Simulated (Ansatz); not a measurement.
I need a ladder of methods at one geometry of BrClFGa, SMILES [F][Ga]([Cl])[Br]. Use the Python package of Ansatz (0.2.0). Use (for the species named): MP2, def2-SVP basis, multiplicity 1. The script varies method: mp2, ccsd, ccsd_t.

```yaml
atoms:
  - { symbol: F, position_ang: [-1.1955, -0.6039, 1.1851] }
  - { symbol: Ga, position_ang: [0.0344, -0.0460, 0.0596] }
  - { symbol: Cl, position_ang: [2.0124, -0.5988, 0.3350] }
  - { symbol: Br, position_ang: [-0.8513, 1.2488, -1.5796] }
```

The script, `brclfga.py`:
```python
import ansatz as az

brclfga = (
    az.Crystal.molecule()
    .atom('F', (-1.19551, -0.60388, 1.18512))
    .atom('Ga', (0.03442, -0.04604, 0.05956))
    .atom('Cl', (2.01243, -0.59885, 0.33496))
    .atom('Br', (-0.85134, 1.24877, -1.57964))
)

calculation = brclfga.calculation().basis(gaussian='def2-SVP')

methods = ['mp2', 'ccsd', 'ccsd_t']
reports = [calculation.correlation(m).run(threads=1).report for m in methods]
print(f'Hartree-Fock reference {reports[0]["reference_energy_ev"] / 27.211386246:.6f} Ha')
best = reports[-1]['free_energy_ev'] - reports[-1]['reference_energy_ev']
for method, each in zip(methods, reports):
    gained = each['free_energy_ev'] - each['reference_energy_ev']
    print(f'{method:8s} total {each["free_energy_ev"] / 27.211386246:.6f} Ha  correlation {gained:9.4f} eV  ({100 * gained / best:.1f} % of the last)')
```

```console
$ python brclfga.py
Hartree-Fock reference -5053.978576 Ha
mp2      total -5054.728633 Ha  correlation  -20.4101 eV  (97.5 % of the last)
ccsd     total -5054.730500 Ha  correlation  -20.4609 eV  (97.7 % of the last)
ccsd_t   total -5054.748202 Ha  correlation  -20.9426 eV  (100.0 % of the last)
```

What to keep in mind:
- Total energies depend on the basis set; only differences at equal settings carry meaning.
- The geometry is a force-field or estimated start, not a minimum of this method, and the basis set is short of its limit. A lower total doesn't mark the better method: functionals have no common bound, and MP2 and coupled cluster aren't variational.
- Inner cores stay frozen; a filled d shell under the valence of the heavier atoms is correlated with it.
- Wall time of the script: 22 s on 1 thread of Arm Neoverse V2, on a shared host, peak memory 0.37 GiB.

(Lines on the test bed's own set-up are left out of the output.)
